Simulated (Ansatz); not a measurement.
# ClFH3Sn: the cost of one run

Method: UHF/def2-SVP, in Ansatz 0.2.0.

## (1) Starting point

Bond lengths: Sn1–H2 1.990 Å, Sn1–Cl3 2.410 Å, Sn1–H4 1.739 Å, Sn1–H5 1.739 Å. Angles: H2–Sn1–Cl3 109.4°, H2–Sn1–H4 109.5°, H2–Sn1–H5 109.5°, Cl3–Sn1–H4 109.5°, Cl3–Sn1–H5 109.5°, H4–Sn1–H5 109.5°.

Structure file:

```xyz
6

Sn    0.0000    0.0000    0.0000
H     0.0000    0.0000    1.9900
Cl    2.2726    0.0000   -0.8025
H    -0.8195    1.4198   -0.5794
H    -0.8195   -1.4198   -0.5794
F     0.0000    0.0000    3.2100
```

## (2) A restrained relaxation towards end A

Springs on the bonds that form and break draw the guess towards this end; the thresholds are loose.

File input.yaml:

```yaml
crystal:
  periodic: [false, false, false]
  atoms:
    - { symbol: Sn, position_ang: [0.0, 0.0, 0.0] }
    - { symbol: H, position_ang: [0.0, 0.0, 1.99] }
    - { symbol: Cl, position_ang: [2.2726, 0.0, -0.8025] }
    - { symbol: H, position_ang: [-0.8195, 1.4198, -0.5794] }
    - { symbol: H, position_ang: [-0.8195, -1.4198, -0.5794] }
    - { symbol: F, position_ang: [0.0, 0.0, 3.21] }
magnetization:
  spin_polarized: true
  initial_magnetization: 1
basis:
  gaussian: { orbitals: def2-SVP }
hamiltonian:
  xc: hf
relax:
  f_tol: 0.15
  max_steps: 25
  restrain:
    - { distance: [1, 5], at: 2.12, k: 30.0 }
    - { distance: [0, 1], at: 1.74, k: 30.0 }
```

On the command line:

```console
$ ansatz run input.yaml --threads 1 --pin off --max-ram 2048MiB --backend cpu --events-out ev --progress --plain --runs-dir out
```

What time and memory should one allow on 1 thread of Arm Neoverse V1, shared host?

About 23 s, with a peak of 0.19 GiB.
